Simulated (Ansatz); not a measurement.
# C3H7NSi: up Jacob's ladder to CCSD(T)

The task here is to estimate one member of a computed series from the others.

The runs use Ansatz 0.2.0, Gaussian basis; functionals in def2-TZVPP, the program's frozen cores in correlated methods.

The runs, in order: PBE-D4, r2SCAN-D4, PBE0-D4, B3LYP-D4, ωB97X-V, ωB97M-V, B2PLYP; CCSD(T)/def2-TZVPP; MP2/def2-QZVPP; extrapolation to the limit.

**The geometry**

The geometry comes from an earlier relaxation with PBE0-D4 in a triple-zeta def2 set; it is a stationary point, not always the lowest conformer.

SMILES `NC1=C[SiH2]C1`, 12 atoms, charge 0, spin multiplicity 1.

Atoms are counted from 1 here; the program's logs count them from 0.

Bond lengths: N1–C2 1.363 Å, N1–H6 1.004 Å, N1–H7 1.006 Å, C2–C3 1.360 Å, C2–C5 1.514 Å, C3–Si4 1.828 Å, C3–H8 1.082 Å, Si4–C5 1.901 Å, Si4–H9 1.492 Å, Si4–H10 1.492 Å, C5–H11 1.093 Å, C5–H12 1.094 Å. Angles: C2–N1–H6 117.9°, C2–N1–H7 118.4°, H6–N1–H7 115.6°, N1–C2–C3 130.2°, N1–C2–C5 121.3°, C3–C2–C5 108.4°, C2–C3–Si4 90.7°, C2–C3–H8 126.9°, Si4–C3–H8 142.4°, C3–Si4–C5 77.4°, C3–Si4–H9 119.3°, C3–Si4–H10 119.3°, C5–Si4–H9 116.3°, C5–Si4–H10 115.9°, H9–Si4–H10 106.7°, C2–C5–Si4 83.5°, C2–C5–H11 113.6°, C2–C5–H12 113.6° and more.

The first run:

in.yaml

```yaml
crystal:
  periodic: [false, false, false]
  atoms:
    - {symbol: N, position_ang: [-1.746808, -0.715785, -0.542661]}
    - {symbol: C, position_ang: [-0.575367, -0.243866, -0.029856]}
    - {symbol: C, position_ang: [-0.157818, -0.145507, 1.260505]}
    - {symbol: Si, position_ang: [1.470844, 0.476339, 0.709752]}
    - {symbol: C, position_ang: [0.548828, 0.218115, -0.932159]}
    - {symbol: H, position_ang: [-1.981636, -0.463416, -1.486145]}
    - {symbol: H, position_ang: [-2.526488, -0.839948, 0.080458]}
    - {symbol: H, position_ang: [-0.723241, -0.400026, 2.147311]}
    - {symbol: H, position_ang: [1.864425, 1.878861, 1.033315]}
    - {symbol: H, position_ang: [2.683591, -0.367836, 0.916097]}
    - {symbol: H, position_ang: [0.917473, -0.560515, -1.604764]}
    - {symbol: H, position_ang: [0.303198, 1.108384, -1.517755]}
basis:
  gaussian: {orbitals: def2-TZVPP}
hamiltonian: {xc: pbe, dispersion: d4}
output: {forces: true, orbitals: {seedname: orbitals}}
```

The run is started by

```
ansatz run in.yaml --threads 4 --pin off --events-out ev --progress --plain --max-ram 10444MiB
```

Among the steps run: PBE-D4 (GGA); r2SCAN-D4 (meta-GGA); PBE0-D4 (hybrid); B3LYP-D4 (hybrid); ωB97X-V (range-separated); ωB97M-V (range-separated); B2PLYP (double hybrid); CCSD(T) in def2-TZVPP; MP2 in def2-QZVPP.

One of the session's tables, all rows but one given; the rest of the session is left out.

It belongs to the step «Atomisation energies». 

| method | atomisation energy (eV) |
| --- | --- |
| PBE-D4 | 49.403 |
| r2SCAN-D4 | ? |
| PBE0-D4 | 48.592 |
| B3LYP-D4 | 48.266 |
| ωB97X-V | 48.408 |
| ωB97M-V | 48.407 |
| B2PLYP | 47.700 |
| HF/def2-TZVPP | 34.764 |
| MP2/def2-TZVPP | 47.548 |
| CCSD/def2-TZVPP | 46.037 |
| CCSD(T)/def2-TZVPP | 46.801 |
| MP2/CBS | 48.849 |
| CCSD(T)/CBS | 48.102 |

Q: Estimate the row for r2SCAN-D4 from the others.

As computed: atomisation energy (eV): 48.300. In the column «atomisation energy (eV)» it lies between B3LYP-D4 (48.266) and ωB97M-V (48.407).

Caveats from the session: Free atoms (1 N, 3 C, 1 Si, 7 H) were run apart at each level; the atomisation energy is their sum less the molecule, without zero-point or spin-orbit terms.
